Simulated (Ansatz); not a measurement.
# Al: the cost of one run

Method: DFT LDA+D3(BJ), scalar-relativistic, plane waves, PAW, in Ansatz 0.2.0.

14 further runs of the same task are left out: 2 for a known fault of the program, 1 that didn't finish, 11 set aside as unsound or not needed.

### 1 Starting point

The structure is hexagonal, space group P6_3/mmc (No. 194). The conventional cell has a = 2.775 Å, b = 2.775 Å, c = 9.107 Å, α = 90.00°, β = 90.00°, γ = 120.00°. Al (site symmetry -3m) is surrounded by 12 Al at 2.77 to 2.78 Å. Al (site symmetry -6m2) has 12 Al at 2.77 to 2.78 Å in its first shell of neighbours.

Structure file:

```cif
data_structure
_symmetry_space_group_name_H-M 'P6_3/mmc'
_symmetry_Int_Tables_number 194
_cell_length_a 2.7749
_cell_length_b 2.7749
_cell_length_c 9.1066
_cell_angle_alpha 90.000
_cell_angle_beta 90.000
_cell_angle_gamma 120.000
_cell_volume 60.73
loop_
_atom_site_label
_atom_site_type_symbol
_atom_site_symmetry_multiplicity
_atom_site_Wyckoff_symbol
_atom_site_fract_x
_atom_site_fract_y
_atom_site_fract_z
_atom_site_occupancy
Al1 Al 2 a 0.00000 0.00000 0.00000 1
Al2 Al 2 c 0.33333 0.66667 0.25000 1
```

It goes back to an entry of the Materials Project, which need not be the stable form.

It is the result of an earlier relaxation at this level (volume 15.18 Å³/atom; gap on the mesh: none (metal)).

### 3 Setting up the map

Gamma surface: rigid slide across a plane, one fault a cell; the plane is (0 0 1) of the conventional cell.

The axes are (1) slide along a1: 9 values from 0.000 to 0.889, periodic; (2) slide along a2: 9 values from 0.000 to 0.889, periodic.

Nothing else is relaxed (rigid halves, spacing across the cut fixed). Energies count from the perfect crystal. Points are written as (first, second).

The two vectors of the plane (Å): (-2.775, 0.000, 0.000); (-1.387, -2.403, 0.000).

(The set-up runs are not shown.)

### 4 Point (4/9, 6/9) of the map's two axes

input.yaml

```yaml
crystal:
  lattice:
    - [-2.7749349733, 0.0, 0.0]
    - [-1.3874674867, -2.4031641807, 0.0]
    - [-2.158282757, -1.6021094538, 18.213157179]
  atoms:
    - { symbol: Al, position: [-0.0277777778, -0.0416666667, 0.0625] }
    - { symbol: Al, position: [-0.25, -0.375, 0.5625] }
    - { symbol: Al, position: [0.0277777778, -0.125, 0.6875] }
    - { symbol: Al, position: [0.25, 0.2083333333, 0.1875] }
    - { symbol: Al, position: [-0.3611111111, -0.5416666667, 0.8125] }
    - { symbol: Al, position: [-0.1388888889, -0.2083333333, 0.3125] }
    - { symbol: Al, position: [0.25, 0.0416666667, 0.9375] }
    - { symbol: Al, position: [0.4722222222, 0.375, 0.4375] }
basis:
  ecutwfc: 420
kpoints:
  mp_grid: { grid: [16, 16, 3] }
hamiltonian:
  xc: lda
  pseudopotentials: { kind: paw, azcp: { folder: soft_1 } }
  dispersion: d3bj
scf:
  occupations: { method: gaussian, width: 0.15 }
output:
  forces: true
  stress: true
  eigenvalues: true
```

The run is started by

```sh
ansatz run input.yaml --threads 2 --pin off --max-ram 4096MiB --backend cpu --events-out ev --progress --plain --runs-dir out
```

What time and memory should one allow on 2 threads of Arm Neoverse N1, shared host?

About 66 s, with a peak of 0.96 GiB.
